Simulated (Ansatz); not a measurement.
**CCl2FGeN: basis-set convergence**

How large a basis does CCl2FGeN need? Two functionals are run in growing sets.

Computed with Ansatz 0.2.0, Gaussian basis. Level: one geometry, several basis sets.

Levels to be run: PBE0-D4/def2-SVP; ωB97M-V/def2-SVP; PBE0-D4/def2-QZVPP; ωB97M-V/def2-QZVPP; the functionals' def2-TZVPP values are taken from earlier runs.

## (1) Structure used throughout

All runs share one geometry, relaxed beforehand with PBE0-D4 in a triple-zeta def2 set.

SMILES `N#[C][Ge]([F])([Cl])[Cl]`, 6 atoms, charge 0, spin multiplicity 1.

Atoms are counted from 1 here; the program's logs count them from 0.

Bond lengths: N1–C2 1.150 Å, C2–Ge3 1.904 Å, Ge3–F4 1.709 Å, Ge3–Cl5 2.100 Å, Ge3–Cl6 2.100 Å. Angles: N1–C2–Ge3 178.9°, C2–Ge3–F4 106.8°, C2–Ge3–Cl5 110.3°, C2–Ge3–Cl6 110.3°, F4–Ge3–Cl5 108.5°, F4–Ge3–Cl6 108.5°, Cl5–Ge3–Cl6 112.1°.

## (2) PBE0-D4 in def2-SVP

The input, in.yaml:

```yaml
crystal:
  periodic: [false, false, false]
  atoms:
    - {symbol: N, position_ang: [1.692193, -1.603173, 1.062614]}
    - {symbol: C, position_ang: [0.916858, -0.908203, 0.573724]}
    - {symbol: Ge, position_ang: [-0.346541, 0.270269, -0.227277]}
    - {symbol: F, position_ang: [-1.616220, -0.701311, -0.830922]}
    - {symbol: Cl, position_ang: [0.531144, 1.296913, -1.835771]}
    - {symbol: Cl, position_ang: [-1.135432, 1.581506, 1.211432]}
basis:
  gaussian: {orbitals: def2-SVP}
hamiltonian: {xc: pbe0, dispersion: d4}
output: {orbitals: {seedname: orbitals}}
```

The runs that follow: ωB97M-V in def2-SVP; PBE0-D4 in def2-QZVPP; ωB97M-V in def2-QZVPP.

**Question.** What will the summary of the whole plan be? Wanted: PBE0-D4: double and triple zeta above quadruple; ωB97M-V: double and triple zeta above quadruple.

The runs gave:

```
                                       quantity           value
PBE0-D4: double and triple zeta above quadruple  24.40, 2.22 eV
ωB97M-V: double and triple zeta above quadruple  24.30, 2.13 eV
```

**Reading.** PBE0-D4 gains 22.18 eV from double to triple zeta, then 2.22 eV more. These are total energies; as a rule much of such shifts cancels in differences, which this series doesn't test.
